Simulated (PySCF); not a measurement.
# Br2Pb (Pb(Br)22+): the cost of one run

The runs use PySCF 2.14.0; several levels, as the steps say, no spin–orbit coupling.

3 further runs of the same task are left out: 2 for a known fault of the program, 1 that didn't finish.

**1. The starting structure**

3 atoms, charge 2, spin multiplicity 1.

Bond lengths: Pb1–Br2 2.487 Å, Pb1–Br3 2.487 Å. Angles: Br2–Pb1–Br3 180.0°.

As a file:

```
Pb    0.0000    0.0000    0.0000
Br    0.0000    0.0000    2.4869
Br    0.0000    0.0000   -2.4869
```

Formal oxidation states: Pb +4. An earlier session relaxed this geometry at TPSS, Pb def2-SVP with ECP60, Br def2-SVP (singlet, point group D∞h).

At TPSS on the finer grid: E = -5339.545679 Eh, HOMO -18.81 eV, LUMO -17.67 eV, Mulliken charge on Pb1 +1.25 e, largest force component 0.014 eV/Å. 

Levels to run: BP86; PBE; r2SCAN; revPBE; TPSS, TZVP; TPSS, x2c-SVP. Hardware: 2 threads of Arm Neoverse V1, shared host.

**2. BP86**

run.py (the lines that set the calculation)

```python
mol = gto.M(atom='''
Pb     0.00000     0.00000     0.00000
Br     0.00000     0.00000     2.48694
Br     0.00000     0.00000    -2.48694''',
    basis={'Pb': 'def2-SVP', 'Br': 'def2-SVP'},
    ecp={'Pb': 'def2-SVP'},
    charge=2, spin=0)
mf = dft.RKS(mol, xc='B88,P86')
mf.grids.atom_grid = (75, 302)
mf = mf.density_fit()  # fitting sets: Pb def2-universal-JKFIT, Br def2-universal-JKFIT
mf.conv_tol = 1e-08; mf.max_cycle = 55
mf.kernel(dm0)  # dm0: the density of the relaxed state
```

Command:

```sh
OMP_NUM_THREADS=2 python run.py
```

**Question.** How long does this run take on 2 threads of Arm Neoverse V1, shared host?

About 3.2 s.
